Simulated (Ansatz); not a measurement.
**C₂H₈BGeN: a ladder of functionals and wavefunction methods**

An exercise on one series of results from a longer session: the logs are not shown, and one member is left open.

The runs use Ansatz 0.2.0, Gaussian basis; functionals in def2-TZVPP, the program's frozen cores in correlated methods.

The runs, in order: PBE-D4, r2SCAN-D4, PBE0-D4, B3LYP-D4, ωB97X-V, ωB97M-V, B2PLYP; CCSD(T)/def2-TZVPP; MP2/def2-QZVPP; extrapolation to the limit.

### The relaxed structure

An earlier PBE0-D4 in a triple-zeta def2 set relaxation fixed the geometry.

SMILES `CB1[CH2][GeH2][NH]1`, 13 atoms, charge 0, spin multiplicity 1.

Atoms are counted from 1 here; the program's logs count them from 0.

Bond lengths: C1–B2 1.567 Å, C1–H6 1.095 Å, C1–H7 1.095 Å, C1–H8 1.093 Å, B2–C3 1.615 Å, B2–N5 1.410 Å, C3–Ge4 1.956 Å, C3–H9 1.091 Å, C3–H10 1.091 Å, Ge4–N5 1.865 Å, Ge4–H11 1.543 Å, Ge4–H12 1.543 Å, N5–H13 1.006 Å. Angles: B2–C1–H6 110.4°, B2–C1–H7 110.5°, B2–C1–H8 113.8°, H6–C1–H7 105.7°, H6–C1–H8 108.0°, H7–C1–H8 108.0°, C1–B2–C3 128.3°, C1–B2–N5 127.7°, C3–B2–N5 104.0°, B2–C3–Ge4 84.6°, B2–C3–H9 115.9°, B2–C3–H10 115.9°, Ge4–C3–H9 115.4°, Ge4–C3–H10 115.4°, H9–C3–H10 108.3°, C3–Ge4–N5 77.3°, C3–Ge4–H11 119.9°, C3–Ge4–H12 119.9° and more.

The first run:

Input file in.yaml:

```yaml
crystal:
  periodic: [false, false, false]
  atoms:
    - {symbol: C, position_ang: [-1.401124, 1.277682, -0.706288]}
    - {symbol: B, position_ang: [-0.292359, 0.276780, -0.231143]}
    - {symbol: C, position_ang: [0.042127, -0.205962, 1.273231]}
    - {symbol: Ge, position_ang: [1.441331, -1.275572, 0.422293]}
    - {symbol: N, position_ang: [0.645751, -0.411778, -1.027173]}
    - {symbol: H, position_ang: [-1.270283, 2.251597, -0.222356]}
    - {symbol: H, position_ang: [-2.391873, 0.924918, -0.400108]}
    - {symbol: H, position_ang: [-1.417551, 1.436415, -1.787463]}
    - {symbol: H, position_ang: [-0.741122, -0.775624, 1.776276]}
    - {symbol: H, position_ang: [0.395319, 0.569039, 1.955589]}
    - {symbol: H, position_ang: [1.309163, -2.811936, 0.366876]}
    - {symbol: H, position_ang: [2.924799, -0.899741, 0.619860]}
    - {symbol: H, position_ang: [0.776023, -0.390616, -2.024795]}
basis:
  gaussian: {orbitals: def2-TZVPP}
hamiltonian: {xc: pbe, dispersion: d4}
output: {forces: true, orbitals: {seedname: orbitals}}
```

Started as:

```sh
ansatz run in.yaml --threads 2 --pin off --events-out ev --progress --plain --max-ram 32768MiB --backend cuda --devices 0, --max-vram 18GiB
```

Among the steps run: PBE-D4 (GGA); r2SCAN-D4 (meta-GGA); PBE0-D4 (hybrid); B3LYP-D4 (hybrid); ωB97X-V (range-separated); ωB97M-V (range-separated); B2PLYP (double hybrid); CCSD(T) in def2-TZVPP; MP2 in def2-QZVPP.

One table of the session follows, with a row left open; its other results are not shown here.

| method | atomisation energy (eV) |
| --- | --- |
| PBE-D4 | 51.067 |
| r2SCAN-D4 | 50.378 |
| PBE0-D4 | 50.454 |
| B3LYP-D4 | 50.229 |
| ωB97X-V | 50.426 |
| ωB97M-V | 50.330 |
| B2PLYP | 49.743 |
| HF/def2-TZVPP | 37.121 |
| MP2/def2-TZVPP | 49.652 |
| CCSD/def2-TZVPP | 48.409 |
| CCSD(T)/def2-TZVPP | 49.097 |
| MP2/CBS | ? |
| CCSD(T)/CBS | 50.178 |

Estimate the missing values for MP2/CBS.

As computed: atomisation energy (eV): 50.733. In the column «atomisation energy (eV)» it lies between PBE0-D4 (50.454) and PBE-D4 (51.067).

To keep in mind: Free atoms (2 C, 1 B, 1 Ge, 1 N, 8 H) were run apart at each level; the atomisation energy is their sum less the molecule, without zero-point or spin-orbit terms.
